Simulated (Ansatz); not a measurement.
**CH₂AlBrClF: basis-set convergence**

An exercise on one series of results from a longer session: the logs are not shown, and one member is left open.

Program: Ansatz 0.2.0, Gaussian basis. Level of theory: one geometry, several basis sets. These are calculated values, not measurements.

The runs, in order: PBE0-D4/def2-SVP; ωB97M-V/def2-SVP; PBE0-D4/def2-QZVPP; ωB97M-V/def2-QZVPP; the functionals' def2-TZVPP values are taken from earlier runs.

## The geometry

All runs share one geometry, relaxed beforehand with PBE0-D4 in a triple-zeta def2 set.

7 atoms, charge 0, spin multiplicity 1.

Atoms are counted from 1 here; the program's logs count them from 0.

Bond lengths: F1–C2 1.337 Å, C2–Br3 2.104 Å, C2–Al4 1.975 Å, C2–H6 1.091 Å, Br3–Al4 2.549 Å, Al4–Cl5 2.098 Å, Al4–H7 1.567 Å. Angles: F1–C2–Br3 108.5°, F1–C2–Al4 123.0°, F1–C2–H6 109.6°, Br3–C2–Al4 77.3°, Br3–C2–H6 100.6°, Al4–C2–H6 125.3°, C2–Br3–Al4 49.1°, C2–Al4–Br3 53.6°, C2–Al4–Cl5 114.7°, C2–Al4–H7 121.2°, Br3–Al4–Cl5 110.5°, Br3–Al4–H7 110.9°, Cl5–Al4–H7 122.9°.

The first run:

in.yaml

```yaml
crystal:
  periodic: [false, false, false]
  atoms:
    - {symbol: F, position_ang: [-1.758278, -0.939748, 0.604596]}
    - {symbol: C, position_ang: [-0.722835, -0.637238, -0.185353]}
    - {symbol: Br, position_ang: [1.005828, -1.538577, 0.604915]}
    - {symbol: Al, position_ang: [0.463103, 0.908412, 0.139820]}
    - {symbol: Cl, position_ang: [1.504507, 1.584567, -1.551611]}
    - {symbol: H, position_ang: [-0.814329, -1.172821, -1.131213]}
    - {symbol: H, position_ang: [0.383302, 1.727505, 1.473148]}
basis:
  gaussian: {orbitals: def2-SVP}
hamiltonian: {xc: pbe0, dispersion: d4}
output: {orbitals: {seedname: orbitals}}
```

Steps of the session up to this table: PBE0-D4 in def2-SVP; ωB97M-V in def2-SVP; PBE0-D4 in def2-QZVPP; ωB97M-V in def2-QZVPP.

One table of the session follows, with a row left open; its other results are not shown here.

It belongs to the step «Density functionals: the series». 

```
functional       basis  HOMO (eV)  LUMO (eV)
   PBE0-D4    def2-SVP      -8.29      -1.55
   PBE0-D4  def2-TZVPP      -8.35      -1.68
   PBE0-D4  def2-QZVPP          ?          ?
   ωB97M-V    def2-SVP     -10.45       0.57
   ωB97M-V  def2-TZVPP     -10.54       0.34
   ωB97M-V  def2-QZVPP     -10.56       0.16
```

Estimate the missing values for PBE0-D4, def2-QZVPP.

As computed: HOMO (eV): -8.37; LUMO (eV): -1.74. In the column «HOMO (eV)» it lies between ωB97M-V, def2-SVP (-10.45) and PBE0-D4, def2-TZVPP (-8.35).
